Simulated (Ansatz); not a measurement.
# ClH4Sn: the cost of one run

All numbers below are computed with Ansatz 0.2.0 (UHF/def2-SVP).

### Step 1. The structure to begin with

Bond lengths: Sn1–H2 1.990 Å, Sn1–Cl3 2.410 Å, Sn1–H4 1.739 Å, Sn1–H5 1.739 Å. Angles: H2–Sn1–Cl3 109.4°, H2–Sn1–H4 109.5°, H2–Sn1–H5 109.5°, Cl3–Sn1–H4 109.5°, Cl3–Sn1–H5 109.5°, H4–Sn1–H5 109.5°.

Structure file:

```xyz
6

Sn    0.0000    0.0000    0.0000
H     0.0000    0.0000    1.9900
Cl    2.2726    0.0000   -0.8025
H    -0.8195    1.4198   -0.5794
H    -0.8195   -1.4198   -0.5794
H     0.0000    0.0000    2.9500
```

### Step 2. A restrained relaxation towards end A

Springs on the bonds that form and break draw the guess towards this end; the thresholds are loose.

input.yaml reads:

```yaml
crystal:
  periodic: [false, false, false]
  atoms:
    - { symbol: Sn, position_ang: [0.0, 0.0, 0.0] }
    - { symbol: H, position_ang: [0.0, 0.0, 1.99] }
    - { symbol: Cl, position_ang: [2.2726, 0.0, -0.8025] }
    - { symbol: H, position_ang: [-0.8195, 1.4198, -0.5794] }
    - { symbol: H, position_ang: [-0.8195, -1.4198, -0.5794] }
    - { symbol: H, position_ang: [0.0, 0.0, 2.95] }
magnetization:
  spin_polarized: true
  initial_magnetization: 1
basis:
  gaussian: { orbitals: def2-SVP }
hamiltonian:
  xc: hf
relax:
  f_tol: 0.15
  max_steps: 25
  restrain:
    - { distance: [1, 5], at: 1.86, k: 30.0 }
    - { distance: [0, 1], at: 1.74, k: 30.0 }
```

The run is started by

```console
$ ansatz run input.yaml --threads 1 --pin off --max-ram 2048MiB --backend cpu --events-out ev --progress --plain --runs-dir out
```

What time and memory should one allow on 1 thread of Arm Neoverse V2, shared host?

About 7.2 s, with a peak of 0.13 GiB.
